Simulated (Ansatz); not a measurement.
Geometry optimisation, Ansatz 0.2.0, DFT PBE, scalar-relativistic, plane waves, PAW.

Input:

```yaml
crystal:
  lattice:
    - [5.69554, 0.0, 0.0]
    - [-2.84777, 4.932482, 0.0]
    - [0.0, 0.0, 16.195905]
  atoms:
    - { symbol: W, position: [0.0, 0.0, 0.061744] }
    - { symbol: C, position: [0.3333333, 0.1666667, 0.1481013] }
    - { symbol: W, position: [0.0, 0.0, 0.2344586] }
    - { symbol: C, position: [0.3333333, 0.1666667, 0.320816] }
    - { symbol: W, position: [0.0, 0.5, 0.061744] }
    - { symbol: C, position: [0.3333333, 0.6666667, 0.1481013] }
    - { symbol: W, position: [0.0, 0.5, 0.2344586] }
    - { symbol: C, position: [0.3333333, 0.6666667, 0.320816] }
    - { symbol: W, position: [0.5, 0.0, 0.061744] }
    - { symbol: C, position: [0.8333333, 0.1666667, 0.1481013] }
    - { symbol: W, position: [0.5, 0.0, 0.2344586] }
    - { symbol: C, position: [0.8333333, 0.1666667, 0.320816] }
    - { symbol: W, position: [0.5, 0.5, 0.061744] }
    - { symbol: C, position: [0.8333333, 0.6666667, 0.1481013] }
    - { symbol: W, position: [0.5, 0.5, 0.2344586] }
    - { symbol: C, position: [0.8333333, 0.6666667, 0.320816] }
    - { symbol: Ge, position: [0.0011548, 0.4747676, 0.4128145] }
    - { symbol: H, position: [0.2260125, 0.4778497, 0.4717183] }
    - { symbol: H, position: [-0.223703, 0.4716855, 0.4717183] }
basis:
  ecutwfc: 420.0
kpoints:
  mp_grid: { grid: [4, 4, 1] }
hamiltonian:
  xc: pbe
  pseudopotentials: { kind: paw, azcp: { folder: soft_1 } }
scf:
  occupations: { method: gaussian, width: 0.05 }
  lower_state_search: "off"
relax:
  f_tol: 0.03
  max_steps: 60
  adjacent_minimum: "off"
  constraints: [{ sites: [0, 4, 8, 12] }]
```

Launched with:

```bash
$ ansatz run input.yaml --threads 4 --pin off --max-ram 10240MiB --backend cpu --events-out ev --progress --plain --runs-dir out
```

Where does it end, and by what steps?

The run converged. Limits of this set-up: coarse k mesh, thin slab, slab without dipole correction, no dispersion correction for a molecule that may bind weakly, a typed lattice constant that wasn't relaxed here. After 9 steps the energy has fallen by 2.604 eV; H18 moved furthest, 1.06 Å.

```tsv
step	energy less start (eV)	largest force component (eV/Å)	accepted
0	0.0000	5.230	yes
1	-2.0292	1.083	yes
2	-2.2180	0.412	yes
3	-2.3142	0.386	yes
4	-2.4279	0.316	yes
5	-2.5309	0.333	yes
6	-2.5940	0.195	yes
7	-2.6013	0.066	yes
8	-2.6037	0.037	yes
9	-2.6039	0.013	yes
```

```xyz
19
Lattice="5.6955 0.0000 0.0000 -2.8478 4.9325 0.0000 0.0000 0.0000 16.1959" Properties=species:S:1:pos:R:3
W 0.000 0.000 1.000
C 1.426 0.821 2.343
W -0.006 0.009 3.890
C 1.415 0.827 5.059
W -1.424 2.466 1.000
C 0.002 3.292 2.342
W -1.438 2.475 3.851
C -0.033 3.298 5.148
W 2.848 0.000 1.000
C 4.269 0.819 2.342
W 2.848 0.000 3.906
C 4.247 0.846 5.148
W 1.424 2.466 1.000
C 2.841 3.292 2.327
W 1.413 2.467 3.890
C 2.836 3.295 5.025
Ge -0.858 2.140 6.531
H 0.331 1.454 7.255
H -1.963 2.777 7.394
```

Whether the end is a true minimum wasn't checked by a vibrational analysis.

Time of the run: 80 s on 4 threads of Arm Neoverse V2 (shared host), peak memory 1.3 GiB.
